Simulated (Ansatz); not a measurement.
# Pd: a trigonal deformation path

The task here is to estimate one member of a computed series from the others.

Program: Ansatz 0.2.0. Level of theory: DFT PBEsol, scalar-relativistic, plane waves, PAW. These are calculated values, not measurements.

## Starting point

It takes space group Fm-3m (No. 225, cubic). The conventional cell has a = 3.890 Å, b = 3.890 Å, c = 3.890 Å, α = 90.00°, β = 90.00°, γ = 90.00°. Pd (site symmetry m-3m) has 12 Pd at 2.75 Å in its first shell of neighbours.

Structure file:

```xyz
1
Lattice="0.0000 1.9449 1.9449 1.9449 0.0000 1.9449 1.9449 1.9449 0.0000" Properties=species:S:1:pos:R:3 pbc="T T T"
Pd    0.0000    0.0000    0.0000
```

The cell is taken as given, not relaxed at this level.

## The reference cell

The reference gives a free energy of -6906.6587 eV, pressure -2.09 GPa, largest force 0.000 eV/Å and gap on the mesh none (metal). It was computed beforehand with the settings of the runs below.

Set-up of the first run:

At fixed volume and fractional coordinates, lengths along (0.577, 0.577, 0.577) are scaled against those across it; ρ is that ratio over its starting value.

input.yaml reads:

```yaml
crystal:
  lattice:
    - [-0.8168068166, 1.6336136333, 1.6336136333]
    - [1.6336136333, -0.8168068166, 1.6336136333]
    - [1.6336136333, 1.6336136333, -0.8168068166]
  atoms:
    - { symbol: Pd, position: [0.0, 0.0, 0.0] }
basis:
  ecutwfc: 420
kpoints:
  mp_grid: { grid: [24, 24, 24] }
hamiltonian:
  xc: pbesol
scf:
  occupations: { method: gaussian, width: 0.15 }
output:
  forces: true
  stress: true
  eigenvalues: true
```

Run with:

```sh
$ ansatz run input.yaml --threads 1 --pin off --max-ram 2560MiB --backend cpu --events-out ev --progress --plain --runs-dir out
```

Among the steps run: At ρ = 0.500; At ρ = 2.000; At ρ = 0.710; ρ = 1.410; ρ = 0.600; Point ρ = 0.850; ρ = 1.200; Point ρ = 1.700; ρ = 0.930; At ρ = 1.080.

One of the session's tables, all rows but one given; the rest of the session is left out.

It belongs to the step «The scan collected». 

| ρ | ΔE (meV/atom) | pressure (GPa) |
| --- | --- | --- |
| 0.500 | 774.1 | 29.4 |
| 0.600 | 688.1 | 25.8 |
| 0.710 | ? | ? |
| 0.850 | 116.1 | 2.7 |
| 0.930 | 24.2 | -1.1 |
| 1.000 | 0.0 | -2.1 |
| 1.080 | 28.9 | -0.8 |
| 1.200 | 179.3 | 5.9 |
| 1.410 | 738.5 | 30.0 |
| 1.700 | 2043.9 | 82.1 |
| 2.000 | 3911.1 | 151.7 |

**Question.** Estimate the row for ρ = 0.710.

Worked estimate for «ΔE (meV/atom)». A straight line through the neighbours (0.600, 688.1) and (0.850, 116.1) gives 688.1 + (116.1 − 688.1) × (0.710 − 0.600) / (0.850 − 0.600) = 436.4; a parabola fitted to 4 rows on both sides gives 449.6.

The run gave: ΔE (meV/atom): 426.8; pressure (GPa): 15.3. In «ΔE (meV/atom)» the line misses by +9.6 and the parabola by +22.8.
